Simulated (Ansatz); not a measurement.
# BFGe: the cost of one run

Program: Ansatz 0.2.0, Gaussian basis. Level of theory: def2-QZVPP, all electrons in the functionals. These are calculated values, not measurements.

Plan: PBE, BLYP, r2SCAN, B97M-V, PBE0, B3LYP, at charge 0, triplet; charge 0, singlet; charge 0, quintet; charge 1, doublet; charge 1, quartet.

10 further runs of the same task are left out: 10 set aside as unsound or not needed.

### Step 1. What is computed

The geometry is a PBE0/def2-TZVP stationary point (not a proven minimum). No spin-orbit coupling is included. The filled d shell of Ge may be among the frozen orbitals whatever the setting's name suggests; the logs give the count.

3 atoms, charge 0, spin multiplicity 3.

Atoms are counted from 1 here; the program's logs count them from 0.

Bond lengths: F1–B2 1.280 Å, B2–Ge3 1.971 Å. Angles: F1–B2–Ge3 180.0°.

No dispersion term is added; B97M-V holds VV10 nonlocal correlation. B3LYP takes the VWN-RPA correlation.

The geometry shown and the zero of energy belong to the point charge 0, triplet. The yardstick, RCCSD(T), and other wave-function levels (R restricted, U unrestricted, valence and pair active spaces) come from earlier runs.

### Step 2. PBE, charge 0, triplet

File in.yaml:

```yaml
crystal:
  periodic: [false, false, false]
  atoms:
    - {symbol: F, position_ang: [0.000000, 0.000000, -1.510700]}
    - {symbol: B, position_ang: [0.000000, 0.000000, -0.230200]}
    - {symbol: Ge, position_ang: [0.000000, 0.000000, 1.740900]}
basis:
  gaussian: {orbitals: "def2-QZVPP.json"}
magnetization: {spin_polarized: true, initial_magnetization: 2}
hamiltonian: {xc: {name: PBE}}
output: {orbitals: {seedname: orbitals}}
```

Command:

```bash
$ ansatz run in.yaml --threads 1 --pin off --events-out ev --progress --plain --max-ram 2393MiB
```

**Question.** How long does this run take on 1 thread of Arm Neoverse V1, shared host?

About 7 s.
